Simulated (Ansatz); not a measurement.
**Ag2MgSnSe4: the band gap up the ladder of functionals**

An exercise on one series of results from a longer session: the logs are not shown, and one member is left open.

The runs shown are made with Ansatz 0.2.0. PAW datasets, plane waves. The calculation is spin-unpolarised, and the structure need not be a phase that has been made.

**Starting point**

The cell was relaxed beforehand with r2SCAN.

Space group I-4 (No. 82), tetragonal; conventional cell a = 6.101 Å, c = 11.783 Å, 27.41 Å³ an atom. Near Ag stand 4 Se at 2.67 Å; near Ag stand 4 Se at 2.65 Å; near Mg stand 4 Se at 2.58 Å; near Sn stand 4 Se at 2.56 Å; near Se stand 1 Sn at 2.56 Å and 1 Mg at 2.58 Å and 2 Ag at 2.65–2.67 Å.

Coordinates:

```cif
data_structure
_symmetry_space_group_name_H-M 'P 1'
_symmetry_Int_Tables_number 1
_cell_length_a 7.3023
_cell_length_b 7.3023
_cell_length_c 7.3023
_cell_angle_alpha 130.615
_cell_angle_beta 130.615
_cell_angle_gamma 72.425
_cell_volume 219.30
loop_
_atom_site_label
_atom_site_type_symbol
_atom_site_fract_x
_atom_site_fract_y
_atom_site_fract_z
_atom_site_occupancy
Ag1 Ag 0.00000 0.00000 0.00000 1
Ag2 Ag 0.75000 0.25000 0.50000 1
Mg1 Mg 0.25000 0.75000 0.50000 1
Sn1 Sn 0.50000 0.50000 0.00000 1
Se1 Se 0.13795 0.62160 0.01005 1
Se2 Se 0.37840 0.38845 0.51635 1
Se3 Se 0.61155 0.12790 0.98995 1
Se4 Se 0.87210 0.86205 0.48365 1
```

Set-up of the first run:

input.yaml

```yaml
crystal:
  lattice:
    - [-3.0504828271, 3.0504828271, 5.8916864834]
    - [3.0504828271, -3.0504828271, 5.8916864834]
    - [3.0504828271, 3.0504828271, -5.8916864834]
  atoms:
    - { symbol: Ag, position: [0.0, 0.0, 0.0] }
    - { symbol: Ag, position: [0.75, 0.25, 0.5] }
    - { symbol: Mg, position: [0.25, 0.75, 0.5] }
    - { symbol: Sn, position: [0.5, 0.5, 0.0] }
    - { symbol: Se, position: [0.1379515743, 0.621599996, 1.0100535124] }
    - { symbol: Se, position: [0.378400004, 0.3884535164, 0.5163515783] }
    - { symbol: Se, position: [0.6115464836, 0.1278980619, -0.0100535124] }
    - { symbol: Se, position: [0.8721019381, 0.8620484257, 0.4836484217] }
kpoints:
  mp_grid: { grid: [6, 6, 6] }
  band_path:
    path:
      - [[0.0, 0.0, 0.0], [-1.114287312443e-17, 1.114287312443e-17, 0.5], [0.25, 0.25, 0.25], [6.727448172778e-17, 0.5, -6.727448172778e-17], [0.0, 0.0, 0.0], [0.5, 0.5, -0.5], [0.317018996478, 0.682981003522, -0.317018996478]]
      - [[-0.317018996478, 0.317018996478, 0.317018996478], [0.0, 0.0, 0.0]]
      - [[-1.114287312443e-17, 1.114287312443e-17, 0.5], [-0.134037992956, 0.134037992956, 0.5]]
      - [[0.5, 0.5, -0.134037992956], [0.5, 0.5, -0.5]]
    npoints: 10
hamiltonian:
  xc: pbe
scf:
  occupations: { method: fermi_dirac, width: 0.02 }
  n_extra_bands: 6
output:
  forces: true
  stress: true
  eigenvalues: true
```

Command:

```
ansatz run input.yaml --threads 2 --pin off --max-ram 20275MiB --backend cpu --events-out ev --progress --plain --runs-dir out
```

Steps of the session up to this table: PBE bands along the symmetry lines; r2SCAN; HSE06 at the same geometry; Single point with PBE+SOC; Single point with PBE0.

One table of the session follows, with a row left open; its other results are not shown here.

| level | gap (eV) |
| --- | --- |
| PBE | 0.36 |
| r2SCAN | 0.76 |
| HSE06 | 1.30 |
| PBE+SOC | 0.32 |
| PBE0 | ? |

Estimate the missing values for PBE0.

**Answer.** gap (eV): 1.91. In the column «gap (eV)» it is the highest.

Meshes: PBE 6×6×6, r2SCAN 6×6×6, HSE06 4×4×4, PBE+SOC 6×6×6, PBE0 4×4×4

What this shows: PBE+SOC gives the least gap, 0.32 eV, and PBE0 the largest, 1.91 eV. Against HSE06, PBE is short by 0.94 eV, at 28 % of it, and r2SCAN 58 %. PBE0 lies 0.62 eV above HSE06, which differs from it by screening the long-range exchange.

Caveats from the session: Warnings in the runs' records: stress scf threshold loose, stress exchange threshold loose.
